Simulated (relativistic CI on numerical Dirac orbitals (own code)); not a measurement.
**Ga⁺: one ion under different settings**

Aim: see what numerical and physical settings do to the SCF, the total energy and the lowest levels of Ga⁺.

Program: relativistic CI on numerical Dirac orbitals (own code) version 3. Level of theory: Dirac-Coulomb-Breit CI, KLI orbitals optimised for each configuration, model QED (radiative potential, 1s self-energy scaled to tabulated hydrogen-like ionisation energies), numerical settings as typed. These are calculated values, not measurements, unless marked.

**1. The system**

| Quantity | Value |
| --- | --- |
| ion | Ga⁺ (Ga II) |
| nuclear charge | 31 |
| electrons | 30 |
| isotope | A = 69 |

**2. Usual settings**

Settings, as recorded:

```ini
atom Ga  Z=31  charge=1  electrons=30
nucleus A=69  rms_radius_fm=3.9973
hamiltonian dirac-coulomb  breit=on  qed=on  c_scale=1
orbitals kli  potential=per-configuration
slater_scale 1
correlation none
mixing on
grid step=0.0125 r_max=100.6
scf mixing=0.4 start=green max_iterations=150 tolerance=2e-08 node_fill=0.05
configurations
  [Ar] 3d10 4s2
  [Ar] 3d10 4s 4p
  [Ar] 3d10 4p2
  [Ar] 3d10 4s 4d
  [Ar] 3d10 4s 5s
end
```

Run with:

```
> python run_levels.py task.json out
```

The settings of every run stand in task.json; they run in order.

From the run's result record (rounded, not every field):

```text
{
  "status": "converged",
  "levels [i, E_cm, J2, conf, term, w_term, w_jj]": [
    [0, 0, 0, "4s2", "1S", 0.9541, 0.9541],
    [1, 43164.766, 0, "4s 4p", "3P*", 1, 1],
    [2, 43598.389, 2, "4s 4p", "3P*", 0.9998, 0.6801],
    [3, 44483.729, 4, "4s 4p", "3P*", 1, 1],
    [4, 76755.175, 2, "4s 4p", "1P*", 0.9998, 0.6801],
    [5, 96902.916, 2, "4s 5s", "3S", 0.9999, 0.9999],
    [6, 100590.36, 4, "4s 4d", "1D", 0.6416, 0.386],
    [7, 102205.17, 0, "4s 5s", "1S", 0.998, 0.998],
    [8, 107550.6, 2, "4s 4d", "3D", 0.9998, 0.9998],
    [9, 107572.05, 4, "4s 4d", "3D", 0.9998, 0.6026],
    [10, 107605.75, 6, "4s 4d", "3D", 1, 1],
    [11, 109508.52, 0, "4p2", "3P", 0.9981, 0.6981],
    [12, 109941.79, 2, "4p2", "3P", 0.9997, 0.9997],
    [13, 110762.43, 4, "4p2", "3P", 0.998, 0.6656],
    "... 2 more rows left out ..."
  ],
  "total_energy [Ha]": -1940.9524769,
  "n_levels_all": 16,
  "overlap": 2.72214e-12,
  "scf_iterations": [12, 12, 12, 13, 12],
  "orbital_energies [Ha]": {"1s": -375.824, "2s": -46.7094, "2p1/2": -41.3785, "2p3/2": -40.3646, "3s": -5.927, "3p1/2": -4.19851, "3p3/2": -4.06703, "3d3/2": -1.1703, "3d5/2": -1.15343, "4s": -0.696712},
  "configurations [conf, odd, states, E_av_Ha, breit_Ha, qed_Ha]": [
    ["4s2", 0, 1, -1942.347264, 0.8512, 0.5725],
    ["4s 4p", 1, 12, -1942.137869, 0.8511, 0.5723],
    ["4p2", 0, 15, -1941.852678, 0.851, 0.5719],
    ["4s 4d", 0, 20, -1941.881694, 0.8509, 0.5723],
    ["4s 5s", 0, 4, -1941.92815, 0.8509, 0.5723]
  ],
  "scf_steps of the first configuration [iteration, E_Ha, residual, outer_eigenvalue_Ha]": [
    [1, -1933.561526, 1.91, -1.323],
    [2, -1941.992781, 0.419, -0.8792],
    [3, -1942.28643, 0.0779, -0.7413],
    [4, -1942.328288, 0.119, -0.7239],
    [5, -1942.347112, 0.00294, -0.696],
    [6, -1942.34692, 0.00315, -0.697],
    [7, -1942.34731, 0.000832, -0.6969],
    [8, -1942.347259, 4.68e-05, -0.6967],
    [9, -1942.347262, 2.12e-05, -0.6967],
    [10, -1942.347264, 3.5e-06, -0.6967],
    [11, -1942.347264, 1.42e-07, -0.6967],
    [12, -1942.347264, 8.07e-09, -0.6967]
  ]
}
```

It took 0.23 s on 1 thread, shared host.

**3. End of the grid 50.3**

The settings differ from step 2 so:

```diff
@@ -7,3 +7,3 @@
 mixing on
-grid step=0.0125 r_max=100.6
+grid step=0.0125 r_max=50.3
 scf mixing=0.4 start=green max_iterations=150 tolerance=2e-08 node_fill=0.05
```

Results of the run:

```text
{
  "status": "converged",
  "levels [i, E_cm, J2, conf, term, w_term]": [
    [0, 0, 0, "4s2", "1S", 0.9541],
    [1, 43164.766, 0, "4s 4p", "3P*", 1],
    [2, 43598.389, 2, "4s 4p", "3P*", 0.9998],
    [3, 44483.729, 4, "4s 4p", "3P*", 1],
    [4, 76755.175, 2, "4s 4p", "1P*", 0.9998],
    [5, 96902.916, 2, "4s 5s", "3S", 0.9999],
    [6, 100590.36, 4, "4s 4d", "1D", 0.6416],
    [7, 102205.17, 0, "4s 5s", "1S", 0.998],
    "... 8 more rows left out ..."
  ],
  "total_energy [Ha]": -1940.9524769,
  "n_levels_all": 16,
  "overlap": 2.72202e-12,
  "scf_iterations": [12, 12, 12, 13, 12],
  "orbital_energies [Ha]": {"1s": -375.824, "2s": -46.7094, "2p1/2": -41.3785, "2p3/2": -40.3646, "3s": -5.927, "3p1/2": -4.19851, "3p3/2": -4.06703, "3d3/2": -1.1703, "3d5/2": -1.15343, "4s": -0.696712},
  "configurations [conf, odd, states, E_av_Ha, breit_Ha, qed_Ha]": [
    ["4s2", 0, 1, -1942.347264, 0.8512, 0.5725],
    ["4s 4p", 1, 12, -1942.137869, 0.8511, 0.5723],
    ["4p2", 0, 15, -1941.852678, 0.851, 0.5719],
    ["4s 4d", 0, 20, -1941.881694, 0.8509, 0.5723],
    ["4s 5s", 0, 4, -1941.92815, 0.8509, 0.5723]
  ],
  "scf_steps of the first configuration [iteration, E_Ha, residual, outer_eigenvalue_Ha]": [
    [1, -1933.561526, 1.91, -1.323],
    [2, -1941.992781, 0.419, -0.8792],
    [3, -1942.28643, 0.0779, -0.7413],
    [4, -1942.328288, 0.119, -0.7239],
    [5, -1942.347112, 0.00294, -0.696],
    [6, -1942.34692, 0.00315, -0.697],
    [7, -1942.34731, 0.000832, -0.6969],
    [8, -1942.347259, 4.68e-05, -0.6967],
    [9, -1942.347262, 2.12e-05, -0.6967],
    [10, -1942.347264, 3.5e-06, -0.6967],
    [11, -1942.347264, 1.42e-07, -0.6967],
    [12, -1942.347264, 8.07e-09, -0.6967]
  ]
}
```

Wall time 0.22 s (1 thread, shared host).

**4. QED terms off**

Settings, as recorded:

```ini
atom Ga  Z=31  charge=1  electrons=30
nucleus A=69  rms_radius_fm=3.9973
hamiltonian dirac-coulomb  breit=on  qed=off  c_scale=1
orbitals kli  potential=per-configuration
slater_scale 1
correlation none
mixing on
grid step=0.0125 r_max=100.6
scf mixing=0.4 start=green max_iterations=150 tolerance=2e-08 node_fill=0.05
configurations
  [Ar] 3d10 4s2
  [Ar] 3d10 4s 4p
  [Ar] 3d10 4p2
  [Ar] 3d10 4s 4d
  [Ar] 3d10 4s 5s
end
```

Results of the run:

```text
{
  "status": "converged",
  "levels [i, E_cm, J2, conf, term, w_term]": [
    [0, 0, 0, "4s2", "1S", 0.9542],
    [1, 43221.643, 0, "4s 4p", "3P*", 1],
    [2, 43654.322, 2, "4s 4p", "3P*", 0.9998],
    [3, 44537.657, 4, "4s 4p", "3P*", 1],
    [4, 76810.047, 2, "4s 4p", "1P*", 0.9998],
    [5, 96939.599, 2, "4s 5s", "3S", 0.9999],
    [6, 100666.81, 4, "4s 4d", "1D", 0.6429],
    [7, 102240.11, 0, "4s 5s", "1S", 0.9981],
    "... 8 more rows left out ..."
  ],
  "total_energy [Ha]": -1941.5249856,
  "n_levels_all": 16,
  "overlap": 2.72214e-12,
  "scf_iterations": [12, 12, 12, 13, 12],
  "orbital_energies [Ha]": {"1s": -375.824, "2s": -46.7094, "2p1/2": -41.3785, "2p3/2": -40.3646, "3s": -5.927, "3p1/2": -4.19851, "3p3/2": -4.06703, "3d3/2": -1.1703, "3d5/2": -1.15343, "4s": -0.696712},
  "configurations [conf, odd, states, E_av_Ha, breit_Ha, qed_Ha]": [
    ["4s2", 0, 1, -1942.347264, 0.8512, 0],
    ["4s 4p", 1, 12, -1942.137869, 0.8511, 0],
    ["4p2", 0, 15, -1941.852678, 0.851, 0],
    ["4s 4d", 0, 20, -1941.881694, 0.8509, 0],
    ["4s 5s", 0, 4, -1941.92815, 0.8509, 0]
  ],
  "scf_steps of the first configuration [iteration, E_Ha, residual, outer_eigenvalue_Ha]": [
    [1, -1933.561526, 1.91, -1.323],
    [2, -1941.992781, 0.419, -0.8792],
    [3, -1942.28643, 0.0779, -0.7413],
    [4, -1942.328288, 0.119, -0.7239],
    [5, -1942.347112, 0.00294, -0.696],
    [6, -1942.34692, 0.00315, -0.697],
    [7, -1942.34731, 0.000832, -0.6969],
    [8, -1942.347259, 4.68e-05, -0.6967],
    [9, -1942.347262, 2.12e-05, -0.6967],
    [10, -1942.347264, 3.5e-06, -0.6967],
    [11, -1942.347264, 1.42e-07, -0.6967],
    [12, -1942.347264, 8.07e-09, -0.6967]
  ]
}
```

Wall time 0.2 s (1 thread, shared host).

**5. Start potential bare**

Settings, as recorded:

```ini
atom Ga  Z=31  charge=1  electrons=30
nucleus A=69  rms_radius_fm=3.9973
hamiltonian dirac-coulomb  breit=on  qed=on  c_scale=1
orbitals kli  potential=per-configuration
slater_scale 1
correlation none
mixing on
grid step=0.0125 r_max=100.6
scf mixing=0.4 start=bare max_iterations=150 tolerance=2e-08 node_fill=0.05
configurations
  [Ar] 3d10 4s2
  [Ar] 3d10 4s 4p
  [Ar] 3d10 4p2
  [Ar] 3d10 4s 4d
  [Ar] 3d10 4s 5s
end
```

Results of the run:

```text
{
  "status": "converged",
  "levels [i, E_cm, J2, conf, term, w_term]": [
    [0, 0, 0, "4s2", "1S", 0.9541],
    [1, 43164.766, 0, "4s 4p", "3P*", 1],
    [2, 43598.389, 2, "4s 4p", "3P*", 0.9998],
    [3, 44483.729, 4, "4s 4p", "3P*", 1],
    [4, 76755.176, 2, "4s 4p", "1P*", 0.9998],
    [5, 96902.917, 2, "4s 5s", "3S", 0.9999],
    [6, 100590.36, 4, "4s 4d", "1D", 0.6416],
    [7, 102205.17, 0, "4s 5s", "1S", 0.998],
    "... 8 more rows left out ..."
  ],
  "total_energy [Ha]": -1940.9524769,
  "n_levels_all": 16,
  "overlap": 2.7204e-12,
  "scf_iterations": [22, 22, 24, 21, 24],
  "orbital_energies [Ha]": {"1s": -375.824, "2s": -46.7094, "2p1/2": -41.3785, "2p3/2": -40.3646, "3s": -5.927, "3p1/2": -4.19851, "3p3/2": -4.06703, "3d3/2": -1.1703, "3d5/2": -1.15343, "4s": -0.696712},
  "configurations [conf, odd, states, E_av_Ha, breit_Ha, qed_Ha]": [
    ["4s2", 0, 1, -1942.347264, 0.8512, 0.5725],
    ["4s 4p", 1, 12, -1942.137869, 0.8511, 0.5723],
    ["4p2", 0, 15, -1941.852678, 0.851, 0.5719],
    ["4s 4d", 0, 20, -1941.881694, 0.8509, 0.5723],
    ["4s 5s", 0, 4, -1941.92815, 0.8509, 0.5723]
  ],
  "scf_steps of the first configuration [iteration, E_Ha, residual, outer_eigenvalue_Ha]": [
    [1, -1696.45784, 9.38, -30.35],
    [2, -1868.252758, 5.81, -14.67],
    [3, -1858.904328, 4.85, -0.9201],
    [4, -1868.581322, 4.47, -1.006],
    [5, -1913.384646, 2.46, -0.7952],
    [6, -1932.505973, 2.02, -0.7445],
    [7, -1940.383019, 0.964, -0.7027],
    [8, -1940.671457, 0.899, -0.7121],
    [9, -1942.308454, 0.209, -0.7873],
    [10, -1942.333963, 0.0941, -0.7852],
    [11, -1942.341264, 0.0987, -0.7465],
    [12, -1942.323667, 0.106, -0.7035],
    [13, -1942.32167, 0.103, -0.6777],
    [14, -1942.343225, 0.0299, -0.6932],
    [15, -1942.34782, 0.00902, -0.6977],
    [16, -1942.347146, 0.00124, -0.6968],
    [17, -1942.347227, 0.000571, -0.6966],
    [18, -1942.347267, 5.43e-05, -0.6967],
    [19, -1942.347264, 2.87e-06, -0.6967],
    [20, -1942.347264, 9.16e-07, -0.6967],
    [21, -1942.347264, 1.32e-07, -0.6967],
    [22, -1942.347264, 1.01e-08, -0.6967]
  ]
}
```

It took 0.37 s on 1 thread, shared host.

**6. Tolerance 0.01**

The settings differ from step 5 so:

```diff
@@ -8,3 +8,3 @@
 grid step=0.0125 r_max=100.6
-scf mixing=0.4 start=bare max_iterations=150 tolerance=2e-08 node_fill=0.05
+scf mixing=0.4 start=green max_iterations=70 tolerance=0.01 node_fill=0.05
 configurations
```

Results of the run:

```text
{
  "status": "converged",
  "levels [i, E_cm, J2, conf, term, w_term]": [
    [0, 0, 0, "4s2", "1S", 0.9543],
    [1, 43157.121, 0, "4s 4p", "3P*", 1],
    [2, 43591.935, 2, "4s 4p", "3P*", 0.9998],
    [3, 44479.914, 4, "4s 4p", "3P*", 1],
    [4, 76725.058, 2, "4s 4p", "1P*", 0.9998],
    [5, 96916.636, 2, "4s 5s", "3S", 0.9999],
    [6, 100605.62, 4, "4s 4d", "1D", 0.6432],
    [7, 102305.1, 0, "4s 5s", "1S", 0.998],
    "... 8 more rows left out ..."
  ],
  "total_energy [Ha]": -1940.9521668,
  "n_levels_all": 16,
  "overlap": 2.71122e-12,
  "scf_iterations": [5, 5, 5, 5, 5],
  "orbital_energies [Ha]": {"1s": -375.829, "2s": -46.6921, "2p1/2": -41.3615, "2p3/2": -40.3476, "3s": -5.92353, "3p1/2": -4.19535, "3p3/2": -4.06378, "3d3/2": -1.16674, "3d5/2": -1.14989, "4s": -0.695998},
  "configurations [conf, odd, states, E_av_Ha, breit_Ha, qed_Ha]": [
    ["4s2", 0, 1, -1942.347112, 0.8512, 0.5725],
    ["4s 4p", 1, 12, -1942.137618, 0.8511, 0.5723],
    ["4p2", 0, 15, -1941.852104, 0.8509, 0.5719],
    ["4s 4d", 0, 20, -1941.88155, 0.8509, 0.5723],
    ["4s 5s", 0, 4, -1941.927624, 0.8509, 0.5723]
  ],
  "scf_steps of the first configuration [iteration, E_Ha, residual, outer_eigenvalue_Ha]": [
    [1, -1933.561526, 1.91, -1.323],
    [2, -1941.992781, 0.419, -0.8792],
    [3, -1942.28643, 0.0779, -0.7413],
    [4, -1942.328288, 0.119, -0.7239],
    [5, -1942.347112, 0.00294, -0.696]
  ]
}
```

Wall time 0.17 s (1 thread, shared host).

This setting is unsound; the numbers are not properties of the ion.

**7. Potential mixing 1.8**

The settings differ from step 6 so:

```diff
@@ -8,3 +8,3 @@
 grid step=0.0125 r_max=100.6
-scf mixing=0.4 start=green max_iterations=70 tolerance=0.01 node_fill=0.05
+scf mixing=1.8 start=green max_iterations=81 tolerance=2e-08 node_fill=0.05
 configurations
```

Results of the run:

```text
{
  "status": "converged",
  "levels [i, E_cm, J2, conf, term, w_term]": [
    [0, 0, 0, "4s2", "1S", 0.9541],
    [1, 43164.765, 0, "4s 4p", "3P*", 1],
    [2, 43598.388, 2, "4s 4p", "3P*", 0.9998],
    [3, 44483.729, 4, "4s 4p", "3P*", 1],
    [4, 76755.175, 2, "4s 4p", "1P*", 0.9998],
    [5, 96902.916, 2, "4s 5s", "3S", 0.9999],
    [6, 100590.36, 4, "4s 4d", "1D", 0.6416],
    [7, 102205.17, 0, "4s 5s", "1S", 0.998],
    "... 8 more rows left out ..."
  ],
  "total_energy [Ha]": -1940.9524769,
  "n_levels_all": 16,
  "overlap": 2.72077e-12,
  "scf_iterations": [17, 16, 17, 18, 18],
  "orbital_energies [Ha]": {"1s": -375.824, "2s": -46.7094, "2p1/2": -41.3785, "2p3/2": -40.3646, "3s": -5.927, "3p1/2": -4.19851, "3p3/2": -4.06703, "3d3/2": -1.1703, "3d5/2": -1.15343, "4s": -0.696712},
  "configurations [conf, odd, states, E_av_Ha, breit_Ha, qed_Ha]": [
    ["4s2", 0, 1, -1942.347264, 0.8512, 0.5725],
    ["4s 4p", 1, 12, -1942.137869, 0.8511, 0.5723],
    ["4p2", 0, 15, -1941.852678, 0.851, 0.5719],
    ["4s 4d", 0, 20, -1941.881694, 0.8509, 0.5723],
    ["4s 5s", 0, 4, -1941.92815, 0.8509, 0.5723]
  ],
  "scf_steps of the first configuration [iteration, E_Ha, residual, outer_eigenvalue_Ha]": [
    [1, -1933.561526, 1.91, -1.323],
    [2, -1768.120601, 7, -0.31],
    [3, -1935.797773, 1.17, -1.658],
    [4, -1941.780402, 0.706, -1.174],
    [5, -1942.193866, 0.452, -1.101],
    [6, -1942.300722, 0.268, -0.9714],
    [7, -1942.325395, 0.183, -0.8882],
    [8, -1942.347485, 0.0392, -0.7203],
    [9, -1942.346536, 0.0159, -0.6865],
    [10, -1942.346699, 0.0233, -0.6734],
    [11, -1942.347255, 4.87e-05, -0.6968],
    [12, -1942.347261, 2.61e-05, -0.6968],
    [13, -1942.347262, 3.77e-05, -0.6967],
    [14, -1942.347263, 5.7e-06, -0.6967],
    [15, -1942.347264, 2e-07, -0.6967],
    [16, -1942.347264, 2.83e-08, -0.6967],
    [17, -1942.347264, 1.17e-09, -0.6967]
  ]
}
```

Run time: 0.29 s. Hardware: 1 thread, shared host.

The value lies outside the usual range, yet the result is unchanged in this case.

**8. The runs side by side**

| setting | total energy less usual (Ha) | largest shift of a level among the lowest eight of both runs, same label and place (cm⁻¹) | SCF iterations | time | lowest level | kind of change |
| --- | --- | --- | --- | --- | --- | --- |
| usual | 0 | 0 | 61 | 0.23 s | 4s2 1S0 | - |
| end of the grid 50.3 | 0 | 0 | 61 | 0.22 s | 4s2 1S0 | numerical |
| QED terms off | -0.573 | 76.5 | 61 | 0.2 s | 4s2 1S0 | model term |
| start potential bare | 0 | 0 | 113 | 0.37 s | 4s2 1S0 | numerical |
| tolerance 0.01 | 0.00031 | 99.9 | 25 | 0.17 s | 4s2 1S0 | unsound |
| potential mixing 1.8 | 0 | 0 | 86 | 0.29 s | 4s2 1S0 | extreme, harmless here |

**9. Outcome**

```
                    quantity          value
lowest level, usual settings        4s2 1S0
                total energy  -1940.9525 Ha
            first excitation     43165 cm⁻¹
```

**Reading.** Among the runs whose levels can be followed, they move most under «tolerance 0.01» (unsound), by up to 99.9 cm⁻¹. No visible change in the result comes from «end of the grid 50.3» or «start potential bare» or «potential mixing 1.8». «Start potential bare» costs 113 SCF iterations against 61. Only the listed configurations are in the model. Near neutrality, missing correlation can shift configurations against each other by thousands of cm⁻¹.
